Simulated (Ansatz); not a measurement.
# CH6GeO3: small, medium and large basis sets

Aim: see how fast density functionals converge with the basis set for CH6GeO3.

Computed with Ansatz 0.2.0, Gaussian basis. Level: one geometry, several basis sets.

The runs, in order: PBE0-D4/def2-SVP; ωB97M-V/def2-SVP; PBE0-D4/def2-QZVPP; ωB97M-V/def2-QZVPP; the functionals' def2-TZVPP values are taken from earlier runs.

## (1) The relaxed structure

All runs share one geometry, relaxed beforehand with PBE0-D4 in a triple-zeta def2 set.

SMILES `[CH3][Ge]([OH])([OH])[OH]`, 11 atoms, charge 0, spin multiplicity 1.

Atoms are counted from 1 here; the program's logs count them from 0.

Bond lengths: C1–Ge2 1.921 Å, C1–H6 1.090 Å, C1–H7 1.090 Å, C1–H8 1.090 Å, Ge2–O3 1.773 Å, Ge2–O4 1.773 Å, Ge2–O5 1.773 Å, O3–H9 0.961 Å, O4–H10 0.961 Å, O5–H11 0.961 Å. Angles: Ge2–C1–H6 109.6°, Ge2–C1–H7 109.6°, Ge2–C1–H8 109.6°, H6–C1–H7 109.3°, H6–C1–H8 109.3°, H7–C1–H8 109.3°, C1–Ge2–O3 111.5°, C1–Ge2–O4 111.5°, C1–Ge2–O5 111.5°, O3–Ge2–O4 107.4°, O3–Ge2–O5 107.4°, O4–Ge2–O5 107.4°, Ge2–O3–H9 111.1°, Ge2–O4–H10 111.1°, Ge2–O5–H11 111.1°.

Geometry (Å):

```
atom    x (Å)    y (Å)    z (Å)
  C1  -1.5369   0.4525   0.3791
 Ge2   0.2559  -0.0794  -0.0593
  O3   1.3249   0.0172   1.3524
  O4   0.9496   0.9550  -1.3217
  O5   0.3104  -1.7495  -0.6530
  H6  -1.5161   1.4002   0.9169
  H7  -2.1178   0.5695  -0.5356
  H8  -2.0011  -0.3082   1.0065
  H9   1.8052  -0.8050   1.4789
 H10   1.8078   1.2953  -1.0564
 H11   0.7837  -1.8044  -1.4870
```

## (2) PBE0-D4 in def2-SVP

Input file in.yaml:

```yaml
crystal:
  periodic: [false, false, false]
  atoms:
    - {symbol: C, position_ang: [-1.536895, 0.452508, 0.379090]}
    - {symbol: Ge, position_ang: [0.255937, -0.079412, -0.059312]}
    - {symbol: O, position_ang: [1.324883, 0.017153, 1.352361]}
    - {symbol: O, position_ang: [0.949580, 0.955035, -1.321675]}
    - {symbol: O, position_ang: [0.310350, -1.749540, -0.652953]}
    - {symbol: H, position_ang: [-1.516148, 1.400206, 0.916907]}
    - {symbol: H, position_ang: [-2.117817, 0.569463, -0.535600]}
    - {symbol: H, position_ang: [-2.001123, -0.308210, 1.006475]}
    - {symbol: H, position_ang: [1.805175, -0.805044, 1.478856]}
    - {symbol: H, position_ang: [1.807805, 1.295307, -1.056428]}
    - {symbol: H, position_ang: [0.783652, -1.804364, -1.487022]}
basis:
  gaussian: {orbitals: def2-SVP}
hamiltonian: {xc: pbe0, dispersion: d4}
output: {orbitals: {seedname: orbitals}}
```

Launch:

```console
> ansatz run in.yaml --threads 2 --pin off --events-out ev --progress --plain --max-ram 32768MiB --backend cpu
```

Further steps of the session: ωB97M-V in def2-SVP; PBE0-D4 in def2-QZVPP; ωB97M-V in def2-QZVPP.

**Question.** What will the summary of the whole plan be? Wanted: PBE0-D4: double and triple zeta above quadruple; ωB97M-V: double and triple zeta above quadruple.

**Answer**, as computed:

| quantity | value |
| --- | --- |
| PBE0-D4: double and triple zeta above quadruple | 18.04, 1.67 eV |
| ωB97M-V: double and triple zeta above quadruple | 18.22, 1.62 eV |

For PBE0-D4 the step from double to triple zeta gains 16.37 eV and the next only 1.67 eV. These are total energies; as a rule much of such shifts cancels in differences, which this series doesn't test. The LUMO of ωB97M-V is positive and keeps falling with the basis (2.49 to 1.19 eV): an unbound level that the basis holds in place.
